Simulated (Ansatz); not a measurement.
# CH4OSSi: a ladder of functionals and wavefunction methods

Aim: compute CH4OSSi with functionals from several rungs and with coupled cluster, and see how far each lands from CCSD(T) at the basis-set limit for the atomisation energy.

Method: functionals in def2-TZVPP, the program's frozen cores in correlated methods; program: Ansatz 0.2.0, Gaussian basis.

Levels to be run: LDA (SPW92), PBE-D4, revPBE-D4, BLYP-D4, r2SCAN-D4, B97M-V, PBE0-D4, B3LYP-D4, r2SCANh-D4, r2SCAN0-D4, HSE06-D4, BHLYP-D4, CAM-B3LYP-D4, LC-ωPBE, ωB97X-V, ωB97M-V, B2PLYP, PBE-QIDH; CCSD(T)/def2-SVP; CCSD(T)/def2-TZVPP; MP2/def2-QZVPP; extrapolation to the limit; RPA on PBE.

### 1 Structure used throughout

The geometry comes from an earlier relaxation with PBE0-D4 in a triple-zeta def2 set; it is a stationary point, not always the lowest conformer.

8 atoms, charge 0, spin multiplicity 1.

Atoms are counted from 1 here; the program's logs count them from 0.

Bond lengths: O1–C2 1.380 Å, O1–H5 0.963 Å, C2–Si3 1.849 Å, C2–S4 1.893 Å, C2–H6 1.089 Å, Si3–S4 2.088 Å, Si3–H7 1.478 Å, Si3–H8 1.480 Å. Angles: C2–O1–H5 109.1°, O1–C2–Si3 118.6°, O1–C2–S4 117.1°, O1–C2–H6 114.8°, Si3–C2–S4 67.8°, Si3–C2–H6 120.1°, S4–C2–H6 109.2°, C2–Si3–S4 57.1°, C2–Si3–H7 117.8°, C2–Si3–H8 120.1°, S4–Si3–H7 118.9°, S4–Si3–H8 118.7°, H7–Si3–H8 113.3°, C2–S4–Si3 55.1°.

### 2 LDA

This LDA is Slater exchange with PW92 correlation.

The input, in.yaml:

```yaml
crystal:
  periodic: [false, false, false]
  atoms:
    - {symbol: O, position_ang: [0.141277, 1.542923, -0.612543]}
    - {symbol: C, position_ang: [-0.385984, 0.492382, 0.110254]}
    - {symbol: Si, position_ang: [0.614149, -1.052949, 0.280936]}
    - {symbol: S, position_ang: [-1.123235, -0.947188, -0.872641]}
    - {symbol: H, position_ang: [-0.578060, 2.051703, -1.000510]}
    - {symbol: H, position_ang: [-1.082024, 0.782949, 0.896279]}
    - {symbol: H, position_ang: [1.923433, -1.104344, -0.402519]}
    - {symbol: H, position_ang: [0.582443, -1.822676, 1.545045]}
basis:
  gaussian: {orbitals: def2-TZVPP}
hamiltonian: {xc: lda}
output: {orbitals: {seedname: orbitals}}
```

Launch:

```sh
$ ansatz run in.yaml --threads 2 --pin off --events-out ev --progress --plain --max-ram 4352MiB
```

The runs that follow: PBE-D4 (GGA); revPBE-D4 (GGA); BLYP-D4 (GGA); r2SCAN-D4 (meta-GGA); B97M-V (meta-GGA); B3LYP-D4 (hybrid); r2SCANh-D4 (hybrid); r2SCAN0-D4 (hybrid); HSE06-D4 (hybrid); BHLYP-D4 (hybrid); CAM-B3LYP-D4 (range-separated); LC-ωPBE (range-separated); ωB97X-V (range-separated); ωB97M-V (range-separated); B2PLYP (double hybrid); PBE-QIDH (double hybrid); CCSD(T) in def2-SVP; CCSD(T) in def2-TZVPP; MP2 in def2-QZVPP; RPA on PBE orbitals.

Before running them: what should the planned runs give, taken together? Wanted: atomisation energy, CCSD(T)/CBS; farthest beyond LDA; mean size of error, GGA; mean size of error, meta-GGA; mean size of error, hybrid; mean size of error, range-separated; mean size of error, double hybrid; gap, smallest and largest; T1 diagnostic.

The runs gave:

| quantity | value |
| --- | --- |
| atomisation energy, CCSD(T)/CBS | 654.8 kcal/mol |
| functionals within 3.3 kcal/mol (0.5 %) | revPBE-D4, PBE0-D4, r2SCANh-D4, HSE06-D4, CAM-B3LYP-D4, ωB97X-V, ωB97M-V |
| farthest beyond LDA | BHLYP-D4 (-28.5 kcal/mol) |
| mean size of error, GGA | 7.0 kcal/mol |
| mean size of error, meta-GGA | 3.8 kcal/mol |
| mean size of error, hybrid | 7.8 kcal/mol |
| mean size of error, range-separated | 3.8 kcal/mol |
| mean size of error, double hybrid | 9.1 kcal/mol |
| gap, smallest and largest | 4.57 eV (LDA (SPW92)), 11.52 eV (LC-ωPBE) |
| T1 diagnostic | 0.0132 |
| triples share of the correlation energy | 4.3 % |

In words: LDA overbinds by 108.6 kcal/mol (17 %). PBE-D4 is off by +15.7 kcal/mol. Double hybrids carry the basis error of their MP2 part in triple zeta, and no dispersion term here, so their miss is partly the set-up's. Taken by rung, meta-GGA functionals do best (3.8 kcal/mol on average) and double hybrid ones worst beyond LDA (9.1 kcal/mol). The gap between the best rungs is small, so their order is not settled. The reference freezes the cores and leaves out relativity and excitations past (T), so misses under about 3.3 kcal/mol can't be ranked. Hartree-Fock recovers 68 % of the binding; the rest is correlation. CCSD(T) in def2-SVP is off by -52.2 kcal/mol, more than most functionals: a good method in a small basis is no reference. Orbital gaps span 4.6 to 11.5 eV; exact exchange widens them.
